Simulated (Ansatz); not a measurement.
# EuH2O2 (Eu(OH)2): the cost of one run

Method: DFT PBE, plane waves, PAW, molecule in a box with 9 Å of vacuum; program: Ansatz 0.2.0.

2 further runs of the same task are left out: 2 for a known fault of the program.

**1. Where the work starts**

5 atoms, charge 0, spin multiplicity 1.

Bond lengths: Eu1–O2 2.167 Å, Eu1–O4 2.167 Å, O2–H3 0.958 Å, O4–H5 0.958 Å. Angles: O2–Eu1–O4 132.8°, Eu1–O2–H3 167.7°, Eu1–O4–H5 167.7°.

Coordinates:

```xyz
5
charge 0, multiplicity 1
Eu    0.04520    0.77098   -0.05599
O    -0.00549    0.05023    1.98726
H    -0.03829   -0.45310    2.80221
O    -0.00549   -0.23742   -1.97367
H    -0.03829   -0.85322   -2.70734
```

Formal oxidation states: Eu +2. Each metal's 7 4f electrons lie in its core potential, so multiplicities, spins and levels count the valence alone. In the runs below they are in the valence, and the state is a octet. An earlier session relaxed this geometry at PBE0, Eu lcecp-0-SVP with ECP53, O def2-SVP, H def2-SVP (singlet, point group C2v).

**2. Scalar-relativistic**

The input, input.yaml:

```yaml
crystal:
  lattice:
    - [9.08, 0.0, 0.0]
    - [0.0, 10.62, 0.0]
    - [0.0, 0.0, 14.51]
  atoms:
    - { symbol: Eu, position: [0.50478965, 0.57666667, 0.49285665], spin: 7.0 }
    - { symbol: O, position: [0.49920705, 0.50879944, 0.63367333] }
    - { symbol: H, position: [0.49559471, 0.4614049, 0.68983804] }
    - { symbol: O, position: [0.49920705, 0.48171375, 0.36069469] }
    - { symbol: H, position: [0.49559471, 0.42372881, 0.31013094] }
basis:
  ecutwfc: 420
  ecutrho_ratio: 4
kpoints:
  mp_grid: { grid: [1, 1, 1] }
hamiltonian:
  xc: pbe
scf:
  occupations: { method: gaussian, width: 0.01 }
output:
  forces: true
  eigenvalues: true
  populations: true
  hubbard: { sites: [{ species: Eu, l: f }] }
magnetization:
  spin_polarized: true
```

On the command line:

```
ansatz run input.yaml --threads 2 --pin off --max-ram 5120MiB --backend cpu --events-out ev --progress --plain --runs-dir out
```

What time and memory should one allow on 2 threads of Intel Xeon at 2.70GHz, shared host?

About 22 s, with a peak of 1 GiB.
